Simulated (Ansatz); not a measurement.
**CBF₂N: one structure at several levels**

One table from this session's results is given with a row withheld; the runs are named, their logs left out.

Method: single points in def2-TZVPP; program: Ansatz 0.2.0, Gaussian basis.

Cores are frozen in the correlated methods.

## The system as given

5 atoms, charge 0, spin multiplicity 1.

Atoms are counted from 1 here; the program's logs count them from 0.

Bond lengths: N1–C2 1.075 Å, C2–B3 1.598 Å, B3–F4 1.329 Å, B3–F5 1.352 Å. Angles: N1–C2–B3 178.2°, C2–B3–F4 121.7°, C2–B3–F5 122.9°, F4–B3–F5 114.6°.

Coordinates:

```
atom    x (Å)    y (Å)    z (Å)
  N1  -0.7283   1.7794   0.7809
  C2  -0.3705   0.8460   0.3850
  B3   0.1985  -0.5406  -0.1681
  F4   1.4743  -0.8820  -0.0188
  F5  -0.5073  -1.3485  -0.9917
```

The first run:

Contents of run/in.yaml:

```yaml
crystal:
  periodic: [false, false, false]
  atoms:
    - {symbol: N, position_ang: [-0.728300, 1.779400, 0.780900]}
    - {symbol: C, position_ang: [-0.370500, 0.846000, 0.385000]}
    - {symbol: B, position_ang: [0.198500, -0.540600, -0.168100]}
    - {symbol: F, position_ang: [1.474300, -0.882000, -0.018800]}
    - {symbol: F, position_ang: [-0.507300, -1.348500, -0.991700]}
basis:
  gaussian: {orbitals: def2-TZVPP}
correlation: {method: ccsd_t}
output: {forces: true}
```

No record of the launch command was kept for these runs.

Steps of the session up to this table: CCSD(T)/def2-TZVPP; PBE0-D4/def2-TZVPP; wB97M-V/def2-TZVPP; r2SCAN-D4/def2-TZVPP; PBE-D4/def2-TZVPP; r2SCANh-D4/def2-TZVPP; HSE06-D4/def2-TZVPP.

One table of the session follows, with a row left open; its other results are not shown here.

| method | RMS force component (eV/Å) | angle to CCSD(T) forces (°) | dipole (D) |
| --- | --- | --- | --- |
| CCSD(T) | 5.205 | reference | 1.63 |
| PBE0-D4 | 4.689 | 1.7 | 1.63 |
| wB97M-V | 4.594 | 1.0 | 1.68 |
| r2SCAN-D4 | 4.842 | 0.9 | 1.68 |
| PBE-D4 | 5.163 | 2.9 | 1.69 |
| r2SCANh-D4 | ? | ? | ? |
| HSE06-D4 | 4.706 | 1.7 | 1.64 |

Estimate the missing values for r2SCANh-D4.

The run gave: RMS force component (eV/Å): 4.695; angle to CCSD(T) forces (°): 1.7; dipole (D): 1.66. In the column «RMS force component (eV/Å)» it lies between PBE0-D4 (4.689) and HSE06-D4 (4.706).
